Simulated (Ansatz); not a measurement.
# CH5NSSn: a ladder of functionals and wavefunction methods

An exercise on one series of results from a longer session: the logs are not shown, and one member is left open.

Method: functionals in def2-TZVPP, the program's frozen cores in correlated methods; program: Ansatz 0.2.0, Gaussian basis.

Levels to be run: PBE-D4, r2SCAN-D4, PBE0-D4, B3LYP-D4, ωB97X-V, ωB97M-V, B2PLYP; CCSD(T)/def2-TZVPP; MP2/def2-QZVPP; extrapolation to the limit.

### Structure used throughout

All runs share one geometry, relaxed beforehand with PBE0-D4 in a triple-zeta def2 set. Sn takes the def2 core potential; no spin-orbit term is included.

SMILES `[NH2][SnH]1[CH2][S]1`, 9 atoms, charge 0, spin multiplicity 1.

Atoms are counted from 1 here; the program's logs count them from 0.

Bond lengths: N1–Sn2 2.015 Å, N1–H5 1.013 Å, N1–H6 1.012 Å, Sn2–C3 2.099 Å, Sn2–S4 2.387 Å, Sn2–H7 1.690 Å, C3–S4 1.863 Å, C3–H8 1.086 Å, C3–H9 1.085 Å. Angles: Sn2–N1–H5 112.1°, Sn2–N1–H6 112.9°, H5–N1–H6 107.6°, N1–Sn2–C3 118.7°, N1–Sn2–S4 118.8°, N1–Sn2–H7 111.1°, C3–Sn2–S4 48.6°, C3–Sn2–H7 126.3°, S4–Sn2–H7 119.7°, Sn2–C3–S4 73.8°, Sn2–C3–H8 117.7°, Sn2–C3–H9 118.8°, S4–C3–H8 113.9°, S4–C3–H9 113.8°, H8–C3–H9 113.0°, Sn2–S4–C3 57.6°.

The first run:

in.yaml

```yaml
crystal:
  periodic: [false, false, false]
  atoms:
    - {symbol: N, position_ang: [-0.929622, 1.671657, -0.366970]}
    - {symbol: Sn, position_ang: [0.604825, 0.405938, -0.047160]}
    - {symbol: C, position_ang: [0.192479, -1.499705, 0.730246]}
    - {symbol: S, position_ang: [0.555656, -1.744878, -1.080195]}
    - {symbol: H, position_ang: [-1.767488, 1.186503, -0.664455]}
    - {symbol: H, position_ang: [-0.719724, 2.376315, -1.062989]}
    - {symbol: H, position_ang: [2.067588, 1.242545, 0.078242]}
    - {symbol: H, position_ang: [-0.834167, -1.721028, 1.006453]}
    - {symbol: H, position_ang: [0.918954, -1.963547, 1.389928]}
basis:
  gaussian: {orbitals: def2-TZVPP}
hamiltonian: {xc: pbe, dispersion: d4}
output: {forces: true, orbitals: {seedname: orbitals}}
```

The run is started by

```console
ansatz run in.yaml --threads 4 --pin off --events-out ev --progress --plain --max-ram 10444MiB
```

Among the steps run: PBE-D4 (GGA); r2SCAN-D4 (meta-GGA); PBE0-D4 (hybrid); B3LYP-D4 (hybrid); ωB97X-V (range-separated); ωB97M-V (range-separated); B2PLYP (double hybrid); CCSD(T) in def2-TZVPP; MP2 in def2-QZVPP.

One table of the session follows, with a row left open; its other results are not shown here.

| method | atomisation energy (kJ/mol) |
| --- | --- |
| PBE-D4 | 2871.3 |
| r2SCAN-D4 | ? |
| PBE0-D4 | 2804.6 |
| B3LYP-D4 | 2790.8 |
| ωB97X-V | 2825.6 |
| ωB97M-V | 2813.0 |
| B2PLYP | 2756.6 |
| HF/def2-TZVPP | 1832.0 |
| MP2/def2-TZVPP | 2748.5 |
| CCSD/def2-TZVPP | 2659.5 |
| CCSD(T)/def2-TZVPP | 2722.2 |
| MP2/CBS | 2854.3 |
| CCSD(T)/CBS | 2828.0 |

**Question.** Estimate the row for r2SCAN-D4.

As computed: atomisation energy (kJ/mol): 2800.9. In the column «atomisation energy (kJ/mol)» it lies between B3LYP-D4 (2790.8) and PBE0-D4 (2804.6).

To keep in mind: Free atoms (1 N, 1 Sn, 1 C, 1 S, 5 H) were run apart at each level; the atomisation energy is their sum less the molecule, without zero-point or spin-orbit terms.
